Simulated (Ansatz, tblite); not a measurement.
# Trans-NiH2(PH3)2 (NiP₂H₈): removing and adding an electron

One table from this session's results is given with a row withheld; the runs are named, their logs left out.

Program: Ansatz 0.2.0, Gaussian basis. Level of theory: as each input shows. These are calculated values, not measurements.

The runs, in order: charge +1 doublet, at the geometry of the singlet (PBE0-D4/def2-TZVP, PBE-D4/def2-TZVP, r2SCAN-D4/def2-TZVP, PBE-QIDH/def2-TZVP, B97M-V/def2-TZVP, ωB97X-V/def2-TZVP, HSE06-D4/def2-TZVP, r2SCANh-D4/def2-TZVP); charge -1 doublet, at the geometry of the singlet (PBE0-D4/def2-TZVPD, PBE-D4/def2-TZVPD, r2SCAN-D4/def2-TZVPD); charge -1 doublet, relaxed (PBE0-D4/def2-TZVPD, PBE-D4/def2-TZVPD); the starting singlet's energies come from earlier runs.

16 further runs of the same task are left out: 16 that didn't finish.

## The geometry

The geometry is that of the singlet, from an earlier relaxation (PBE-D4/def2-SVP).

11 atoms, charge 0, spin multiplicity 1.

Atoms are counted from 1 here; the program's logs count them from 0.

Bond lengths: Ni1–H2 1.509 Å, Ni1–P3 2.091 Å, Ni1–H7 1.526 Å, Ni1–P8 2.091 Å, P3–H4 1.436 Å, P3–H5 1.436 Å, P3–H6 1.437 Å, P8–H9 1.436 Å, P8–H10 1.436 Å, P8–H11 1.437 Å. Angles: H2–Ni1–P3 94.0°, H2–Ni1–H7 180.0°, H2–Ni1–P8 94.0°, P3–Ni1–H7 86.0°, P3–Ni1–P8 172.1°, H7–Ni1–P8 86.0°, Ni1–P3–H4 118.0°, Ni1–P3–H5 117.7°, Ni1–P3–H6 125.7°, H4–P3–H5 96.4°, H4–P3–H6 96.5°, H5–P3–H6 96.5°, Ni1–P8–H9 118.0°, Ni1–P8–H10 117.7°, Ni1–P8–H11 125.7°, H9–P8–H10 96.4°, H9–P8–H11 96.5°, H10–P8–H11 96.5°.

Formally the metal is d8. No spin-orbit coupling is included.

The first run:

in.yaml reads:

```yaml
crystal:
  periodic: [false, false, false]
  atoms:
    - {symbol: Ni, position_ang: [0.169966, 0.000378, -0.000946]}
    - {symbol: H, position_ang: [1.678880, 0.003530, 0.005195]}
    - {symbol: P, position_ang: [0.021043, 2.085713, 0.020086]}
    - {symbol: H, position_ang: [-0.728955, 2.696974, 1.080559]}
    - {symbol: H, position_ang: [-0.685277, 2.716030, -1.059201]}
    - {symbol: H, position_ang: [1.124596, 3.005745, 0.050785]}
    - {symbol: H, position_ang: [-1.356234, -0.002992, -0.007934]}
    - {symbol: P, position_ang: [0.029940, -2.085566, -0.019365]}
    - {symbol: H, position_ang: [-0.703448, -2.702684, -1.088083]}
    - {symbol: H, position_ang: [-0.688109, -2.716015, 1.052048]}
    - {symbol: H, position_ang: [1.137577, -3.001102, -0.033143]}
basis:
  gaussian: {orbitals: def2-SVP}
total_charge: 1
magnetization: {spin_polarized: true, initial_magnetization: 1}
hamiltonian: {xc: pbe0, dispersion: d4}
output: {orbitals: {seedname: orbitals}}
```

Run with:

```bash
ansatz run in.yaml --threads 2 --pin off --events-out ev --progress --plain --max-ram 4352MiB
```

Steps of the session up to this table: Charge +1 doublet at the fixed geometry, first pass, PBE0-D4/def2-SVP; Charge +1 doublet at the fixed geometry, PBE0-D4/def2-TZVP; Charge +1 doublet at the fixed geometry, PBE-D4/def2-TZVP; Charge +1 doublet at the fixed geometry, r2SCAN-D4/def2-TZVP; Charge +1 doublet at the fixed geometry, PBE-QIDH/def2-TZVP; Charge +1 doublet at the fixed geometry, B97M-V/def2-TZVP; Charge +1 doublet at the fixed geometry, ωB97X-V/def2-TZVP; Charge +1 doublet at the fixed geometry, HSE06-D4/def2-TZVP; Charge +1 doublet at the fixed geometry, r2SCANh-D4/def2-TZVP.

One table of the session follows, with a row left open; its other results are not shown here.

It belongs to the step «Vertical ionisation energy». 

```
               level  −ε(HOMO) (eV)  by difference (eV)
    PBE-D4/def2-TZVP           4.60                8.14
 r2SCAN-D4/def2-TZVP           4.68                7.79
    B97M-V/def2-TZVP              ?                   ?
r2SCANh-D4/def2-TZVP           5.39                7.58
   PBE0-D4/def2-TZVP           6.38                7.56
  HSE06-D4/def2-TZVP           5.97                7.55
   ωB97X-V/def2-TZVP           8.88                7.66
```

Q: Estimate the row for B97M-V/def2-TZVP from the others.

As computed: −ε(HOMO) (eV): 4.83; by difference (eV): 7.78. In the column «−ε(HOMO) (eV)» it lies between r2SCAN-D4/def2-TZVP (4.68) and r2SCANh-D4/def2-TZVP (5.39).
